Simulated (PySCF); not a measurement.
# C₂H₇FSSi: electronic excitations and core binding energies

Aim: predict the electronic excitations and core binding energies of C₂H₇FSSi (`CS[SiH2]CF`).

The runs use PySCF 2.14.0, with density-fitted response routines of our own; the level of theory stands in each step. All values are computed, except where a source is named. Atoms are numbered from 0 throughout.

**1. The starting structure**

12 atoms, charge 0, multiplicity 1; geometry from: GFN2-xTB.

Bonds of the start (Å): C0–S1 1.82, S1–Si2 2.14, Si2–C3 1.91, C3–F4 1.38, C0–H5 1.08, C0–H6 1.08, C0–H7 1.08, Si2–H8 1.46, Si2–H9 1.46, C3–H10 1.09, C3–H11 1.09.

**2. Excited states and response: wB97X-D/def2-SVPD**

Job settings and geometry (Å):

```
{"job": {"kind": "uv", "xc": "wB97X-D", "basis": "def2-SVPD", "nstates": 8, "ntriplets": 3}, "charge": 0, "multiplicity": 1}
C      2.411036     0.311000     0.067370
S      0.833901     1.120245     0.480259
Si    -0.506772    -0.482383     0.019694
C     -2.245172     0.207985     0.388949
F     -3.189186    -0.759611     0.116647
H      2.414309     0.032664    -0.981208
H      3.195329     1.034229     0.262095
H      2.547614    -0.564295     0.693717
H     -0.376225    -0.830382    -1.393427
H     -0.208533    -1.627667     0.876838
H     -2.497857     1.072483    -0.229880
H     -2.377246     0.485047     1.437639
```

Method: TDDFT wB97X-D/def2-SVPD, vertical, gas phase, core orbitals frozen in the response.

Command:

```bash
$ OMP_NUM_THREADS=1 python probes_run.py task.json out
```

One launch serves the whole session: the jobs run in the order shown.

Log:

```text
coarse grid: 10848 points
cycle   1  E = -867.4187551576  dE =  2.649e-01  |g| = 4.679e-01  |ddm| = 3.854e+00
cycle   2  E = -867.4262505124  dE = -7.495e-03  |g| = 5.041e-01  |ddm| = 9.491e-01
cycle   3  E = -867.4681846222  dE = -4.193e-02  |g| = 4.807e-02  |ddm| = 3.855e-01
cycle   4  E = -867.4686589531  dE = -4.743e-04  |g| = 1.857e-02  |ddm| = 9.602e-02
cycle   5  E = -867.4687598017  dE = -1.008e-04  |g| = 4.503e-03  |ddm| = 3.983e-02
cycle   6  E = -867.4687664578  dE = -6.656e-06  |g| = 9.167e-04  |ddm| = 1.172e-02
final grid: 95296 points
cycle   7  E = -867.5684949815  dE = -7.787e-05  |g| = 5.937e-03  |ddm| = 9.023e-02
cycle   8  E = -867.5684966214  dE = -1.640e-06  |g| = 6.146e-03  |ddm| = 1.562e-02
cycle   9  E = -867.5685027780  dE = -6.157e-06  |g| = 5.850e-04  |ddm| = 4.695e-03
cycle  10  E = -867.5685028644  dE = -8.633e-08  |g| = 2.991e-04  |ddm| = 1.442e-03
cycle  11  E = -867.5685028898  dE = -2.542e-08  |g| = 5.570e-05  |ddm| = 5.686e-04
cycle  12  E = -867.5685028910  dE = -1.236e-09  |g| = 1.786e-05  |ddm| = 1.367e-04
cycle  13  E = -867.5685028911  dE = -1.332e-10  |g| = 5.186e-06  |ddm| = 4.438e-05
converged SCF energy = -867.5685028911

Static polarisability (au): isotropic 73.373, principal 61.265 69.669 89.186

Singlet excitations
state   eV       nm        f      main configurations
  1   5.6406    219.8   0.00222   H->L 0.73, H->L+1 0.15
  2   6.1379    202.0   0.01614   H->L+1 0.78, H->L 0.17
  3   6.9027    179.6   0.00207   H->L+2 0.74, H->L+4 0.18
  4   7.3610    168.4   0.01363   H->L+3 0.62, H->L+4 0.15
  5   7.4848    165.6   0.01217   H->L+4 0.49, H->L+3 0.29, H->L+2 0.10
  6   7.5529    164.2   0.00793   H-1->L 0.26, H-1->L+1 0.20, H-2->L 0.18
  7   7.6817    161.4   0.00754   H-1->L 0.29, H-2->L 0.24, H-2->L+1 0.16
  8   7.7494    160.0   0.10967   H->L+5 0.83, H-1->L 0.09

Triplet excitations (Tamm-Dancoff, eV): 5.3237 5.7737 6.6782
```

Run time: 22 s. Hardware: 1 thread of Arm Neoverse V2, shared host; peak memory 0.71 GiB.

The orbitals next to the gap, with their largest atomic shares:

```
orbital      eV                       atoms
 HOMO−3  -11.75  F4 27 %, C3 19 %, Si2 16 %
 HOMO−2  -10.80   C3 23 %, F4 19 %, S1 18 %
 HOMO−1  -10.53  S1 47 %, Si2 16 %, F4 10 %
   HOMO   -8.84   S1 71 %, C0 10 %, Si2 9 %
   LUMO    1.57   S1 33 %, Si2 22 %, C0 9 %
 LUMO+1    1.90  S1 36 %, Si2 18 %, C0 10 %
 LUMO+2    2.18   Si2 32 %, S1 19 %, C3 8 %
```

With each of the 8 states as a Gaussian band of 0.4 eV half-width at 1/e, the curve within the window shown has maxima at 202 nm (ε 670), 161 nm (ε 5,600) L/(mol cm). Beyond the last state computed it falls off for lack of states. The curve at chosen wavelengths:

(nm, ε (L/mol/cm)): (154, 2826), (158, 4983), (161, 5598), (165, 4680), (169, 2906), (172, 1762), (176, 802), (179, 435), (183, 233), (187, 225), (190, 301), (194, 460), (198, 609), (201, 669), (205, 654), (209, 554), (212, 455), (216, 327), (220, 224), (223, 167), (227, 111), (230, 80), (234, 51), (238, 31), (241, 21), (245, 11)

Further results of this job:

```
           property  computed
  dipole moment (D)      1.84
polarisability (Å³)     10.87
 HOMO–LUMO gap (eV)     10.41
      −ε(HOMO) (eV)      8.84
```

**3. Core holes by ΔSCF: SCAN, X2C**

Same as in step 2 but for these lines:

```diff
@@ -1,2 +1,2 @@
-{"job": {"kind": "uv", "xc": "wB97X-D", "basis": "def2-SVPD", "nstates": 8, "ntriplets": 3}, "charge": 0, "multiplicity": 1}
+{"job": {"kind": "xps"}, "charge": 0, "multiplicity": 1}
 C      2.411036     0.311000     0.067370
```

Level: delta-SCF UKS SCAN, pcX-2 on the ionised atom, pcseg-1 elsewhere, spin-free X2C.

Log:

```text
ground state, core basis on atom 0 (C), 144 functions
  cycle   1  E = -869.45127785  |g| = 4.80e-01
  cycle   2  E = -869.40291369  |g| = 7.10e-01
  cycle   3  E = -869.49980778  |g| = 9.00e-02
  cycle   4  E = -869.50131673  |g| = 3.41e-02
  cycle   5  E = -869.50159725  |g| = 8.82e-03
  cycle   6  E = -869.50161974  |g| = 2.71e-03
  cycle   7  E = -869.50162382  |g| = 6.60e-04
  cycle   8  E = -869.50162445  |g| = 2.33e-04
  E(ground) = -869.54707239 Eh
hole in C 1s of atom 0
  cycle   1  E = -858.21768329  |g| = 1.50e+00
  cycle   2  E = -856.32470191  |g| = 2.26e+00
  cycle   3  E = -858.52157889  |g| = 7.22e-01
  cycle   4  E = -858.74966913  |g| = 3.11e-01
  cycle   5  E = -858.78258779  |g| = 1.19e-01
  cycle   6  E = -858.78766939  |g| = 4.37e-02
  cycle   7  E = -858.78850249  |g| = 9.17e-03
  cycle   8  E = -858.78855726  |g| = 4.69e-03
  cycle   9  E = -858.78857577  |g| = 1.78e-03
  cycle  10  E = -858.78858009  |g| = 8.21e-04
  cycle  11  E = -858.78858079  |g| = 2.52e-04
  E(ion) = -858.83463125 Eh   <S^2> = 0.7756   hole on atom = 1.000   binding energy = 291.500 eV
ground state, core basis on atom 1 (S), 155 functions
  cycle   1  E = -869.64920113  |g| = 4.05e-01
  cycle   2  E = -869.64898729  |g| = 4.74e-02
  cycle   3  E = -869.64822608  |g| = 6.99e-02
  cycle   4  E = -869.64960159  |g| = 5.43e-03
  cycle   5  E = -869.64960304  |g| = 3.14e-03
  cycle   6  E = -869.64960553  |g| = 3.39e-04
  E(ground) = -869.68085528 Eh
hole in S 1s of atom 1
  cycle   1  E = -777.41916565  |g| = 5.08e+00
  cycle   2  E = -775.03395829  |g| = 2.87e+00
  cycle   3  E = -767.41543752  |g| = 3.46e+00
  cycle   4  E = -778.41884115  |g| = 7.67e-01
  cycle   5  E = -778.42998396  |g| = 7.07e-01
  cycle   6  E = -778.63614561  |g| = 8.66e-02
  cycle   7  E = -778.63942381  |g| = 3.68e-02
  cycle   8  E = -778.63992702  |g| = 2.07e-02
  cycle   9  E = -778.64013788  |g| = 4.54e-03
  cycle  10  E = -778.64014609  |g| = 9.75e-04
  cycle  11  E = -778.64014627  |g| = 2.76e-04
  E(ion) = -778.66294133 Eh   <S^2> = 0.7515   hole on atom = 1.000   binding energy = 2476.724 eV
hole in S 2p of atom 1
  cycle   1  E = -862.97891364  |g| = 1.53e+00
  cycle   2  E = -860.36758212  |g| = 2.16e+00
  cycle   3  E = -862.81992914  |g| = 1.17e+00
  cycle   4  E = -863.38476862  |g| = 2.48e-01
  cycle   5  E = -863.41588828  |g| = 1.30e-01
  cycle   6  E = -863.42354735  |g| = 3.83e-02
  cycle   7  E = -863.42425829  |g| = 1.24e-02
  cycle   8  E = -863.42432442  |g| = 3.50e-03
  cycle   9  E = -863.42432891  |g| = 1.65e-03
  cycle  10  E = -863.42433218  |g| = 6.43e-04
  cycle  11  E = -863.42433013  |g| = 2.71e-04
  E(ion) = -863.46314999 Eh   <S^2> = 0.7532   hole on atom = 1.001   binding energy = 169.192 eV
  2p3/2 = 168.945 eV   2p1/2 = 170.193 eV
ground state, core basis on atom 2 (Si), 155 functions
  cycle   1  E = -869.59593154  |g| = 2.87e-01
  cycle   2  E = -869.59583210  |g| = 4.25e-02
  cycle   3  E = -869.59541649  |g| = 5.27e-02
  cycle   4  E = -869.59617004  |g| = 9.71e-03
  cycle   5  E = -869.59618750  |g| = 2.01e-03
  cycle   6  E = -869.59618536  |g| = 2.63e-04
  E(ground) = -869.60068331 Eh
hole in Si 1s of atom 2
  cycle   1  E = -800.65196593  |g| = 4.35e+00
  cycle   2  E = -800.39024503  |g| = 2.30e+00
  cycle   3  E = -800.99561488  |g| = 1.03e+00
  cycle   4  E = -801.63219452  |g| = 3.83e-01
  cycle   5  E = -801.71094934  |g| = 1.23e-01
  cycle   6  E = -801.71630077  |g| = 5.66e-02
  cycle   7  E = -801.71741540  |g| = 1.95e-02
  cycle   8  E = -801.71761339  |g| = 5.51e-03
  cycle   9  E = -801.71762888  |g| = 1.92e-03
  cycle  10  E = -801.71763135  |g| = 4.86e-04
  E(ion) = -801.73072239 Eh   <S^2> = 0.7527   hole on atom = 1.000   binding energy = 1846.836 eV
hole in Si 2p of atom 2
  cycle   1  E = -865.30986914  |g| = 1.24e+00
  cycle   2  E = -864.91497484  |g| = 1.30e+00
  cycle   3  E = -865.52196705  |g| = 4.23e-01
  cycle   4  E = -865.63238312  |g| = 1.19e-01
  cycle   5  E = -865.63914718  |g| = 4.69e-02
  cycle   6  E = -865.64015702  |g| = 1.58e-02
  cycle   7  E = -865.64025141  |g| = 5.32e-03
  cycle   8  E = -865.64026410  |g| = 2.02e-03
  cycle   9  E = -865.64026618  |g| = 4.46e-04
  E(ion) = -865.65703642 Eh   <S^2> = 0.7531   hole on atom = 1.002   binding energy = 107.312 eV
  2p3/2 = 107.071 eV   2p1/2 = 107.695 eV
ground state, core basis on atom 3 (C), 144 functions
  cycle   1  E = -869.50511658  |g| = 6.13e-02
  cycle   2  E = -869.50508846  |g| = 2.83e-02
  cycle   3  E = -869.50518086  |g| = 2.26e-02
  cycle   4  E = -869.50530218  |g| = 3.99e-03
  cycle   5  E = -869.50530355  |g| = 1.13e-03
  cycle   6  E = -869.50530280  |g| = 1.32e-04
  E(ground) = -869.55020193 Eh
hole in C 1s of atom 3
  cycle   1  E = -858.19037979  |g| = 1.50e+00
  cycle   2  E = -855.33752381  |g| = 2.48e+00
  cycle   3  E = -858.29540990  |g| = 9.71e-01
  cycle   4  E = -858.67493530  |g| = 4.48e-01
  cycle   5  E = -858.74158347  |g| = 1.68e-01
  cycle   6  E = -858.74913645  |g| = 5.98e-02
  cycle   7  E = -858.75126334  |g| = 1.36e-02
  cycle   8  E = -858.75138256  |g| = 6.04e-03
  cycle   9  E = -858.75141089  |g| = 1.75e-03
  cycle  10  E = -858.75141453  |g| = 1.13e-03
  cycle  11  E = -858.75141521  |g| = 6.61e-04
  cycle  12  E = -858.75141549  |g| = 1.20e-04
  E(ion) = -858.79694755 Eh   <S^2> = 0.7722   hole on atom = 1.000   binding energy = 292.611 eV
ground state, core basis on atom 4 (F), 144 functions
  cycle   1  E = -869.54778654  |g| = 1.14e-01
  cycle   2  E = -869.54766216  |g| = 3.87e-02
  cycle   3  E = -869.54749875  |g| = 5.22e-02
  cycle   4  E = -869.54787120  |g| = 3.37e-03
  cycle   5  E = -869.54787314  |g| = 3.12e-04
  E(ground) = -869.59508488 Eh
hole in F 1s of atom 4
  cycle   1  E = -843.20464929  |g| = 2.58e+00
  cycle   2  E = -841.60969358  |g| = 2.54e+00
  cycle   3  E = -843.29157718  |g| = 1.11e+00
  cycle   4  E = -844.06601102  |g| = 2.90e-01
  cycle   5  E = -844.09026463  |g| = 1.09e-01
  cycle   6  E = -844.09543329  |g| = 4.19e-02
  cycle   7  E = -844.09656256  |g| = 6.04e-03
  cycle   8  E = -844.09657823  |g| = 2.93e-03
  cycle   9  E = -844.09658455  |g| = 7.23e-04
  cycle  10  E = -844.09658358  |g| = 2.72e-04
  E(ion) = -844.14982674 Eh   <S^2> = 0.7570   hole on atom = 1.000   binding energy = 692.401 eV
```

Wall time 52 s (1 thread of Arm Neoverse V2, shared host); peak memory 0.6 GiB.

Binding energies by hole, beside the orbital energy of the ground state; the difference holds orbital relaxation and, for a density functional, its self-interaction error:

```
       hole  stands for                  environment  ΔSCF (eV; 2p as the shell's mean)  −ε (eV)   ⟨S²⟩
  C1s on C0          C0    methyl carbon bonded to S                             291.50    274.7  0.776
  S1s on S1          S1       sulfur bonded to C, Si                            2476.72   2414.7  0.752
  S2p on S1          S1       sulfur bonded to C, Si                             169.36    157.8  0.753
Si1s on Si2         Si2  silicon bonded to C, S, 2 H                            1846.84   1793.9  0.753
Si2p on Si2         Si2  silicon bonded to C, S, 2 H                             107.28     96.7  0.753
  C1s on C3          C3   sp3 CH2 bonded to F and Si                             292.61    275.5  0.772
  F1s on F4          F4    fluorine on an sp3 carbon                             692.40    666.4  0.757
```

With the spin-orbit splitting: S1 2p3/2 168.95, 2p1/2 170.19 eV; Si2 2p3/2 107.07, 2p1/2 107.69 eV. The table gives each 2p level as the mean over the whole 2p shell (two parts 2p3/2, one part 2p1/2), which differs a little from the single hole in the log.

**4. Results**

```
                                quantity                        value
      lowest singlet (wB97X-D/def2-SVPD)  5.64 eV (220 nm), f = 0.002
brightest single state of those computed  state 8, 7.75 eV, f = 0.110
                          lowest triplet                      5.32 eV
        C1s binding energies, SCAN/pcX-2      C3 292.61, C0 291.50 eV
        S1s binding energies, SCAN/pcX-2                S1 2476.72 eV
        S2p binding energies, SCAN/pcX-2                 S1 169.36 eV
       Si1s binding energies, SCAN/pcX-2               Si2 1846.84 eV
       Si2p binding energies, SCAN/pcX-2                Si2 107.28 eV
        F1s binding energies, SCAN/pcX-2                 F4 692.40 eV
```

What this shows: The lowest singlet, at 5.64 eV, is HOMO→LUMO 0.73, HOMO→LUMO+1 0.15 and is weak; of the 8 states computed, the strongest absorption comes from state 8 at 7.75 eV (the last computed, so partners may be missing). The lowest triplet lies 0.32 eV below the lowest singlet (triplets in Tamm-Dancoff, singlets in full TDDFT). The C1s levels kept as sound span 1.11 eV, from C0 (methyl carbon bonded to S) up to C3 (sp3 CH2 bonded to F and Si).
